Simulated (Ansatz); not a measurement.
# TiPt3 (Pm-3m) in Ansatz: notebook

One crystal, TiPt3, is run at these levels: PBEsol; tasks: relaxation of cell and atoms.

Everything below comes from runs of Ansatz 0.2.0. Logs are shortened: lines on timing, memory, paths and dates and some standing lists are left out, and cuts for length are marked.

## (1) The crystal as given

It takes space group Pm-3m (No. 221, cubic). Conventional cell: a = 3.897 Å, b = 3.897 Å, c = 3.897 Å, α = 90.00°, β = 90.00°, γ = 90.00°. Around Pt (site symmetry 4/mmm) lie 8 Pt at 2.76 Å and 4 Ti at 2.76 Å. Ti (site symmetry m-3m) is surrounded by 12 Pt at 2.76 Å.

## (2) Relaxation of cell and atoms, PBEsol, target pressure 10 GPa, at which the enthalpy is minimised

input.yaml reads:

```yaml
crystal:
  lattice:
    - [3.897, 0.0, 0.0]
    - [0.0, 3.897, 0.0]
    - [0.0, 0.0, 3.897]
  atoms:
    - { symbol: Pt, position: [0.5, 0.5, 0.0] }
    - { symbol: Pt, position: [0.5, 0.0, 0.5] }
    - { symbol: Pt, position: [0.0, 0.5, 0.5] }
    - { symbol: Ti, position: [0.0, 0.0, 0.0] }
kpoints:
  mp_grid: { grid: [7, 7, 7] }
scf:
  occupations: { method: fermi_dirac, width: 0.05 }
hamiltonian:
  xc: pbesol
  pseudopotentials: { kind: all_electron, lapw: { basis_error: 0.002 } }
output:
  forces: true
  stress: true
relax:
  f_tol: 0.02
  max_steps: 60
  cell: { p_target: 10 }
```

Potentials or basis: all-electron LAPW, scalar-relativistic.

Started as:

```sh
> ansatz run input.yaml --threads 2 --pin off --max-ram 8192MiB --backend cpu --events-out ev --progress --plain --runs-dir out
```

Output:

```text
Warning: RAYON_NUM_THREADS=2 ignored (pool sized by the plan → 2); use --threads N
The last accepted step is kept in <dir> (removed where the run ends without a failure and the disk answers)
LAPW: plane waves up to 8.472 Å⁻¹, error target 2.0e-3 eV per atom; small_component_spin mean_spin; Ti in spheres of 1.336 Å, 12 of its electrons in bands, Dirac shells []; Pt in spheres of 1.336 Å, 42 of its electrons in bands, Dirac shells [] (how accurate: hamiltonian.pseudopotentials.lapw.basis_error, Limitations)
Engine: ansatz 0.2.0, aarch64-unknown-linux-gnu
Pseudopotentials: kind: all_electron
Pseudopotential: Pt, LAPW, valence charge 42, lapw/all_electron/scalar/gaussian/Pt, Koelling and Harmon's equation, gaussian nucleus
Pseudopotential: Ti, LAPW, valence charge 12, lapw/all_electron/scalar/gaussian/Ti, Koelling and Harmon's equation, gaussian nucleus
Functional definition: PBEsol
  exchange = pbesol_x
  correlation = pbesol_c
Crystal: 4 atoms, lattice volume = 59.182 Å³
Basis set: ecut = 273.4682854228169 eV, 619 PW (Γ), exchange–correlation at level 2
Bands: 83, of which v1, the nominal top of the filled ones, is band 69 counted from 1 (68 counted from 0)
Symmetry: 48 space group operations
Space group: Pm-3m (ITA 221), of the structure as read, at distance tolerance 3.9e-5 Å
k-points: 20 of 343
Non-local potential: Pt, projectors of the file, none
Non-local potential: Ti, projectors of the file, none
Initial density: superposition of atomic densities (chi_scale 0.1, normalization cell, long waves kept (reshape's long-wave potential 0.00 eV rms))
Initial wavefunctions: plane waves of lowest kinetic energy (no species holds an atomic orbital)
Functional: x = pbesol(κ = 0.804, μ = 0.12345679012345678), c = pbesol(β = 0.046)
iter 1 solved again at ethr=5.10e-3 eV; its pass at ethr=1.00e-1 eV (dr2=7.04e0 eV) is discarded
SCF iter   1: F=—  HF=-1525668.169565 eV  |F-HF|=—  |Δ(HF+E_count)|=         —  Δρ=7.75e-2  dr2=7.04e0  ethr=5.10e-3  ⟨swp⟩=2.0  Hψ=10301  notcnv=0
preconditioner: auto → Kerker (q_TF=auto, 3.142 Å⁻¹)  [metal: Δε(μ)=0.014 eV  Ē_g=10.324 eV  σ=0.050 eV  W_gap=0.07  n_scr=26 (ndim 8)  ℏωp=28.1 eV  f_vac=0.000  D(μ)=6.56/eV (n_scr^D=80)]
SCF iter   2: F=—  HF=-1525669.632756 eV  |F-HF|=—  |Δ(HF+E_count)|=    1.46e0  Δρ=6.91e-2  dr2=6.32e0  ethr=5.10e-3  ⟨swp⟩=2.8  Hψ=4833  notcnv=0
SCF iter   3: F=—  HF=-1525665.874230 eV  |F-HF|=—  |Δ(HF+E_count)|=    3.76e0  Δρ=2.58e-2  dr2=6.58e-1  ethr=4.58e-3  ⟨swp⟩=2.0  Hψ=4800  notcnv=0
SCF iter   4: F=—  HF=-1525668.271576 eV  |F-HF|=—  |Δ(HF+E_count)|=    2.40e0  Δρ=1.29e-1  dr2=2.42e1  ethr=4.77e-4  ⟨swp⟩=3.0  Hψ=5188  notcnv=0  recentre
SCF iter   5: F=—  HF=-1525665.609482 eV  |F-HF|=—  |Δ(HF+E_count)|=    2.66e0  Δρ=1.58e-2  dr2=3.67e-1  ethr=4.77e-4  ⟨swp⟩=2.2  Hψ=4798  notcnv=0
SCF iter   6: F=—  HF=-1525665.604782 eV  |F-HF|=—  |Δ(HF+E_count)|=         —  Δρ=1.32e-2  dr2=2.69e-1  ethr=2.66e-4  ⟨swp⟩=2.0  Hψ=4578  notcnv=0
the basis was enlarged: its passes take 154.8 KiB over the memory plan, 2 of 2 planned eigensolver slots
SCF iter   7: F=—  HF=-1525665.591104 eV  |F-HF|=—  |Δ(HF+E_count)|=   1.37e-2  Δρ=1.09e-2  dr2=1.78e-1  ethr=1.95e-4  ⟨swp⟩=2.0  Hψ=4712  notcnv=0
iter 8 solved again at ethr=3.45e-6 eV; its pass at ethr=1.29e-4 eV (dr2=4.76e-3 eV) is discarded
SCF iter   8: F=—  HF=-1525665.554360 eV  |F-HF|=—  |Δ(HF+E_count)|=   3.67e-2  Δρ=1.87e-3  dr2=4.75e-3  ethr=3.45e-6  ⟨swp⟩=2.0  Hψ=8065  notcnv=0
SCF iter   9: F=—  HF=-1525665.553205 eV  |F-HF|=—  |Δ(HF+E_count)|=   1.16e-3  Δρ=2.41e-4  dr2=3.75e-5  ethr=3.44e-6  ⟨swp⟩=2.0  Hψ=4849  notcnv=0
SCF iter  10: F=—  HF=-1525665.553188 eV  |F-HF|=—  |Δ(HF+E_count)|=   1.67e-5  Δρ=1.46e-4  dr2=1.50e-5  ethr=2.72e-8  ⟨swp⟩=2.0  Hψ=4847  notcnv=0
SCF iter  11: F=—  HF=-1525665.553187 eV  |F-HF|=—  |Δ(HF+E_count)|=   5.30e-7  Δρ=6.79e-5  dr2=5.81e-6  ethr=1.09e-8  ⟨swp⟩=2.0  Hψ=4847  notcnv=0
SCF iter  12: F=—  HF=-1525665.553186 eV  |F-HF|=—  |Δ(HF+E_count)|=   1.59e-6  Δρ=1.70e-5  dr2=3.39e-7  ethr=4.21e-9  ⟨swp⟩=2.0  Hψ=4847  notcnv=0
SCF iter  13: F=-1525665.553186 eV  HF=-1525665.553186 eV  |F-HF|=1.00e-7  |Δ(HF+E_count)|=   4.73e-8  Δρ=6.07e-6  dr2=3.61e-8  ethr=2.46e-10  ⟨swp⟩=2.0  Hψ=4847  notcnv=0
SCF 1 converged in 13 iterations: F = -1525665.553186 eV  dr2 = 3.61e-8
relax step   1: F+E_penalty+E_count = -1525665.55318565 eV  Δ(F+E_penalty+E_count) = +0.000e0 eV  max|allowed force component| = 2.932e-29 eV/Å  Δτ_max = 0.0000 Å  P = +0.471 GPa  Ω = 59.182 Å³  (13 SCF iters, accepted)
Crystal: 4 atoms, lattice volume = 53.856 Å³
Basis set: ecut = 291.21345877242834 eV, 619 PW (Γ), exchange–correlation at level 2
Initial density: handed on by an earlier stage of this run
Initial wavefunctions: those handed on with the density
iter 1 solved again at ethr=1.97e-4 eV; its pass at ethr=1.00e-1 eV (dr2=2.72e-1 eV) is discarded
[... 23 lines left out ...]
SCF iter   5: F=—  HF=-1525665.505045 eV  |F-HF|=—  |Δ(HF+E_count)|=   3.86e-4  Δρ=2.69e-4  dr2=1.21e-4  ethr=8.75e-8  ⟨swp⟩=2.0  Hψ=8254  notcnv=0
SCF iter   6: F=—  HF=-1525665.505053 eV  |F-HF|=—  |Δ(HF+E_count)|=   8.25e-6  Δρ=3.05e-4  dr2=1.01e-4  ethr=8.74e-8  ⟨swp⟩=2.0  Hψ=4848  notcnv=0
SCF iter   7: F=—  HF=-1525665.505025 eV  |F-HF|=—  |Δ(HF+E_count)|=   2.83e-5  Δρ=4.97e-5  dr2=1.50e-6  ethr=7.32e-8  ⟨swp⟩=2.0  Hψ=4847  notcnv=0
SCF iter   8: F=—  HF=-1525665.505025 eV  |F-HF|=—  |Δ(HF+E_count)|=   1.19e-8  Δρ=4.09e-5  dr2=2.58e-6  ethr=1.09e-9  ⟨swp⟩=2.0  Hψ=4847  notcnv=0
SCF iter   9: F=-1525665.505024 eV  HF=-1525665.505024 eV  |F-HF|=2.51e-8  |Δ(HF+E_count)|=   4.79e-7  Δρ=4.41e-6  dr2=1.89e-8  ethr=1.09e-9  ⟨swp⟩=2.0  Hψ=4847  notcnv=0
SCF 3 converged in 9 iterations: F = -1525665.505024 eV  dr2 = 1.89e-8
relax step   3: F+E_penalty+E_count = -1525665.50502405 eV  Δ(F+E_penalty+E_count) = +4.816e-2 eV  max|allowed force component| = 6.048e-30 eV/Å  Δτ_max = 0.0000 Å  P = +8.855 GPa  Ω = 57.484 Å³  (9 SCF iters, accepted)
Crystal: 4 atoms, lattice volume = 57.276 Å³
Basis set: ecut = 279.50120958614934 eV, 619 PW (Γ), exchange–correlation at level 2
iter 1 solved again at ethr=3.22e-7 eV; its pass at ethr=1.00e-1 eV (dr2=4.45e-4 eV) is discarded
SCF iter   1: F=—  HF=-1525665.492886 eV  |F-HF|=—  |Δ(HF+E_count)|=         —  Δρ=5.42e-4  dr2=4.41e-4  ethr=3.22e-7  ⟨swp⟩=4.0  Hψ=7931  notcnv=0
preconditioner: auto → Resta (q_TF=auto, 3.159 Å⁻¹)  ε∞=7.8  [insulator: Δε(μ)=0.207 eV  Ē_g=10.942 eV  σ=0.050 eV  W_gap=0.66  n_scr=26 (ndim 8)  ℏωp=28.6 eV  f_vac=0.000  D(μ)=1.53/eV (n_scr^D=6)  ε∞_Penn≈7.8]
SCF iter   2: F=—  HF=-1525665.493148 eV  |F-HF|=—  |Δ(HF+E_count)|=   2.62e-4  Δρ=1.01e-3  dr2=1.37e-3  ethr=3.19e-7  ⟨swp⟩=2.0  Hψ=4847  notcnv=0  recentre
iter 3 solved again at ethr=1.64e-8 eV; its pass at ethr=3.19e-7 eV (dr2=2.26e-5 eV) is discarded
SCF iter   3: F=—  HF=-1525665.492810 eV  |F-HF|=—  |Δ(HF+E_count)|=   3.37e-4  Δρ=1.15e-4  dr2=2.27e-5  ethr=1.64e-8  ⟨swp⟩=2.0  Hψ=8254  notcnv=0
SCF iter   4: F=—  HF=-1525665.492807 eV  |F-HF|=—  |Δ(HF+E_count)|=   3.49e-6  Δρ=4.75e-5  dr2=4.06e-6  ethr=1.64e-8  ⟨swp⟩=2.0  Hψ=4847  notcnv=0
SCF iter   5: F=—  HF=-1525665.492806 eV  |F-HF|=—  |Δ(HF+E_count)|=   6.80e-7  Δρ=2.06e-5  dr2=3.93e-7  ethr=2.94e-9  ⟨swp⟩=2.0  Hψ=4847  notcnv=0
SCF iter   6: F=—  HF=-1525665.492806 eV  |F-HF|=—  |Δ(HF+E_count)|=   9.85e-8  Δρ=1.20e-5  dr2=1.69e-7  ethr=2.85e-10  ⟨swp⟩=2.0  Hψ=4847  notcnv=0
SCF iter   7: F=-1525665.492806 eV  HF=-1525665.492806 eV  |F-HF|=1.86e-9  |Δ(HF+E_count)|=   3.19e-8  Δρ=1.43e-6  dr2=1.82e-9  ethr=1.23e-10  ⟨swp⟩=2.0  Hψ=4847  notcnv=0
SCF 4 converged in 7 iterations: F = -1525665.492806 eV  dr2 = 1.82e-9
relax step   4: F+E_penalty+E_count = -1525665.49280618 eV  Δ(F+E_penalty+E_count) = +1.222e-2 eV  max|allowed force component| = 5.341e-31 eV/Å  Δτ_max = 0.0000 Å  P = +9.984 GPa  Ω = 57.276 Å³  (7 SCF iters, accepted)
iter 1 solved again at ethr=2.67e-11 eV; its pass at ethr=1.00e-1 eV (dr2=3.68e-8 eV) is discarded
SCF iter   1: F=—  HF=-1525665.492803 eV  |F-HF|=—  |Δ(HF+E_count)|=         —  Δρ=1.02e-6  dr2=8.45e-10  ethr=2.67e-11  ⟨swp⟩=7.9  Hψ=13474  notcnv=0  reapply=20
preconditioner: auto → Resta (q_TF=auto, 3.159 Å⁻¹)  ε∞=7.8  [insulator: Δε(μ)=0.197 eV  Ē_g=10.946 eV  σ=0.050 eV  W_gap=0.64  n_scr=26 (ndim 8)  ℏωp=28.6 eV  f_vac=0.000  D(μ)=1.53/eV (n_scr^D=6)  ε∞_Penn≈7.8]
SCF iter   2: F=-1525665.492803 eV  HF=-1525665.492803 eV  |F-HF|=4.19e-9  |Δ(HF+E_count)|=   3.86e-8  Δρ=1.46e-6  dr2=2.72e-9  ethr=1.50e-11 (applied; sched 1.00e-12)  ⟨swp⟩=2.0  Hψ=4847  notcnv=0
SCF 5 converged in 2 iterations: F = -1525665.492803 eV  dr2 = 2.72e-9
relax step   5: F+E_penalty+E_count = -1525665.49280313 eV  Δ(F+E_penalty+E_count) = +3.052e-6 eV  max|allowed force component| = 5.536e-31 eV/Å  Δτ_max = 0.0000 Å  P = +9.985 GPa  Ω = 57.276 Å³  stress off target by 1.55e-2 GPa  SCF on the basis re-selected at this cell (its energy is not comparable with the rows above)  (2 SCF iters)
basis re-selected at this cell: Δ(F+E_penalty+E_count) = +3.052e-6 eV, ΔP = +0.000 GPa vs the last step (what re-selecting the basis moved, after the strain that the cell walked since its last selection, with what the two solves' SCF thresholds leave and, on support functions, any second-order correction that the steps lacked; it is no measure of the basis error at this ecutwfc). This SCF's stress stands 1.55e-2 GPa from its target on what of the cell is left free (relax.cell.stress_tol is 5.00e-2 GPa) and its largest allowed force component is 5.54e-31 eV/Å (relax.f_tol is 2.00e-2 eV/Å): within both
SCF converged after 2 iterations
Free energy (F): -1525665.492803 eV
Harris-Foulkes:  -1525665.492803 eV  (|F-HF|=4.19e-9)
Internal energy: -1525665.479584 eV  (E = F + TS)
E sigma→0 (E₀):  -1525665.486193 eV
Entropy (-TS):   -0.013219 eV (-3.305 meV/atom)
Fermi energy:    27.885270 eV
--- Per-component energies (eV) ---
  E_band       = -10142.882939
  E_kinetic    = 1729479.531980
  E_xc         = -29786.109119
  E_electrostatic = -3225358.902445  (all electrons and nuclei)
  E_smearing   = -0.013219  (= −TS)
  E_closure    = 0.000000  (closes the sum)
  E_atoms      = -1525633.900241  (free atoms, spherical and without spin; not in F)
  Σ components = -1525665.492803   (vs F -1525665.492803, Δ=0.00e0)
  Basis errors (estimates in eV, not in F): energy 4.2e-4 per atom: plane waves 3.4e-4 (1.8e-4 summed), levels above the bands 3.1e-103, relativity 1.2e-7, radial functions 7.4e-5, core shells 4.6e-7; eigenvalues (radial functions only) 1.0e-6; not estimated: angular momenta, meshes, grids; target (lapw.basis_error) 2.0e-3; muffin-tin radii Ti 1.322 Å, Pt 1.322 Å
--- Forces (eV/Å), atoms counted from 1 ---
  atom   1  Pt     0.00000000    -0.00000000     0.00000000
  atom   2  Pt     0.00000000     0.00000000     0.00000000
  atom   3  Pt     0.00000000    -0.00000000    -0.00000000
  atom   4  Ti    -0.00000000    -0.00000000    -0.00000000
  max |Σ_I F_I| component: 5.05e-31 eV/Å
--- Stress (GPa, compression-positive) ---
        9.984536       0.000000      -0.000000
        0.000000       9.984536      -0.000000
       -0.000000      -0.000000       9.984536
  P = ⅓ Tr σ = 9.9845 GPa (99.845 kbar)
--- Relaxed structure (4 steps of the walk, 3 accepted, 1 SCFs on fresh bases) ---
  F+E_penalty+E_count = -1525665.49280313 eV   max|allowed force component| = 5.536e-31 eV/Å   (the final SCF, on the basis selected at the relaxed cell)
  cell:  # Å, volume = 57.2765 Å³
    - [3.8547129583700395, -4.172848212839011e-34, 8.024708101613483e-35]
    - [-4.172848212839011e-34, 3.8547129583700395, 0.0]
    - [2.0864241064195054e-34, 6.419766481290786e-35, 3.8547129583700395]
  atoms:
    - { symbol: Pt, position: [0.5, 0.5, -2.281204680063689e-48] }
    - { symbol: Pt, position: [0.5, -9.354676485322685e-51, 0.5] }
    - { symbol: Pt, position: [3.6670331822464924e-48, 0.5, 0.5] }
    - { symbol: Ti, position: [2.2678834936373778e-48, -3.511561538535295e-49, 5.267342307802942e-49] }
```

It took 64 s on 2 threads of Arm Neoverse V2, shared host; peak memory 0.53 GiB.

Results:

- Free energy: -1525665.4928 eV
- Relaxed volume: 14.32 Å³/atom
- Relaxed cell: a = 3.855 Å, b = 3.855 Å, c = 3.855 Å, α = 90.00°, β = 90.00°, γ = 90.00°
- Space group after relaxing (to 0.05 Å): Pm-3m (No. 221)
- Energy change on relaxing (the enthalpy is what falls): +15.1 meV/atom
- Ionic steps: 4
- Pressure after relaxing: 10.0 GPa

Step by step:
```csv
step,energy change (eV),largest force (eV/Å),volume (Å³)
1,0.0000,0.0000,59.18
2,0.0482,0.0000,57.48
3,0.0604,0.0000,57.28
4,0.0604,0.0000,57.28
```

Final structure:
```yaml
crystal:
  lattice:
    - [3.85471, 0.00000, 0.00000]
    - [0.00000, 3.85471, 0.00000]
    - [0.00000, 0.00000, 3.85471]
  atoms:
    - { symbol: Pt, position: [0.50000, 0.50000, 0.00000] }
    - { symbol: Pt, position: [0.50000, 0.00000, 0.50000] }
    - { symbol: Pt, position: [0.00000, 0.50000, 0.50000] }
    - { symbol: Ti, position: [0.00000, 0.00000, 0.00000] }
```

Spin-orbit coupling is left out, which matters for the levels of Pt.

(Part 1 of 2 ends here.)
